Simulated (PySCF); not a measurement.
# CH3F2NSi (SMILES FC(F)=N[SiH3]): HF/ANO-RCC-VDZP (sfX2C)

Aim: the vertical ionisation energy of CH3F2NSi at HF/ANO-RCC-VDZP (sfX2C), from 2 runs. 

The calculation is run with PySCF 2.14.0.

**1. The structure to begin with**

CH3F2NSi: 8 atoms, total charge 0, spin state singlet. SMILES: `FC(F)=N[SiH3]`. Geometry: relaxed at PBE0-D4/def2-TZVP.

Bond lengths: F1–C2 1.312 Å, C2–F3 1.323 Å, C2–N4 1.224 Å, N4–Si5 1.734 Å, Si5–H6 1.481 Å, Si5–H7 1.482 Å, Si5–H8 1.486 Å. Angles: F1–C2–F3 107.0°, F1–C2–N4 124.7°, F3–C2–N4 128.3°, C2–N4–Si5 131.4°, N4–Si5–H6 107.1°, N4–Si5–H7 107.1°, N4–Si5–H8 113.0°, H6–Si5–H7 110.0°, H6–Si5–H8 109.7°, H7–Si5–H8 109.7°.

**2. The energy at HF/ANO-RCC-VDZP (sfX2C)**

input.py

```python
# FC(F)=N[SiH3]
from pyscf import gto, scf

mol = gto.Mole()
mol.atom = '''
F      4.071226    -2.706466     1.761225
C      1.839459    -1.825664     1.137993
F      0.143997    -3.443270     2.011236
N      1.478711     0.136816    -0.033259
Si    -1.283124     1.595685    -1.021208
H     -1.330556     4.143602     0.137950
H     -1.149709     1.812625    -3.809310
H     -3.595771     0.178957    -0.290640
'''
mol.verbose = 3
mol.basis = 'ano-rcc-vdzp'
mol.spin = 0
mol.max_memory = 1860
mol.unit = 'bohr'
mol.build()

mf = scf.RHF(mol)
mf = mf.x2c()
mf.conv_tol = 1e-10
mf.kernel()
if not mf.converged:
    mf = mf.newton().run(mf.mo_coeff, mf.mo_occ)

e_tot = mf.e_tot
print(f'total energy: {e_tot:.8f} hartree')
```

The run is started by

```sh
$ OMP_NUM_THREADS=1 python input.py
```

What it wrote:

```text
converged SCF energy = -582.818520478868
total energy: -582.81852048 hartree
```

It took 16 s on 1 thread of Arm Neoverse V2, shared host; peak memory 0.24 GiB.

**3. The doublet cation at the same level**

run.py

```python
from pyscf import gto

mol = gto.Mole()
mol.atom = '''
F        2.154400      -1.432200       0.932000
C        0.973400      -0.966100       0.602200
F        0.076200      -1.822100       1.064300
N        0.782500       0.072400      -0.017600
Si      -0.679000       0.844400      -0.540400
H       -0.704100       2.192700       0.073000
H       -0.608400       0.959200      -2.015800
H       -1.902800       0.094700      -0.153800
'''
mol.basis = 'ano-rcc-vdzp'
mol.charge = 1
mol.spin = 1
mol.verbose = 3
mol.max_memory = 1860
mol.build()

mf = mol.UHF()
mf = mf.sfx2c1e()
mf.conv_tol = 1e-10
mf.kernel()
if not mf.converged:
    mf = mf.newton().run(mf.mo_coeff, mf.mo_occ)

energy = mf.e_tot
print('Final energy', energy)
```

The run is started by

```sh
$ OMP_NUM_THREADS=1 python run.py
```

What it wrote:

```text
converged SCF energy = -582.444707816468  <S^2> = 0.78274188  2S+1 = 2.0324782
Final energy -582.444707816468
```

It took 17 s on 1 thread of Arm Neoverse V2, shared host; peak memory 0.25 GiB.

**4. Outcome**

Level: HF/ANO-RCC-VDZP (sfX2C).

```
                                          quantity          value
                    singlet CH3F2NSi: total energy  -582.81852 Eh
                   singlet CH3F2NSi: dipole moment         1.22 D
                     singlet CH3F2NSi: HOMO energy      -12.40 eV
                     singlet CH3F2NSi: LUMO energy        2.68 eV
                   singlet CH3F2NSi: HOMO–LUMO gap       15.08 eV
                      doublet cation: total energy  -582.44471 Eh
doublet cation: HOMO energy (highest over α and β)      -18.52 eV
 doublet cation: LUMO energy (lowest over α and β)       -8.01 eV
                              doublet cation: ⟨S²⟩          0.783
vertical ionisation energy (to the doublet cation)      10.172 eV
```

**Reading.** The vertical ionisation energy comes to 10.17 eV (981 kJ/mol). −ε(HOMO) before ionisation, 12.40 eV, is 2.22 eV above this ionisation energy. Mulliken charges (singlet CH3F2NSi) run from -0.48 on N4 to +0.72 on C2; they depend strongly on the basis. Mulliken charges (doublet cation) run from -0.17 on F3 to +0.85 on C2; they depend strongly on the basis.
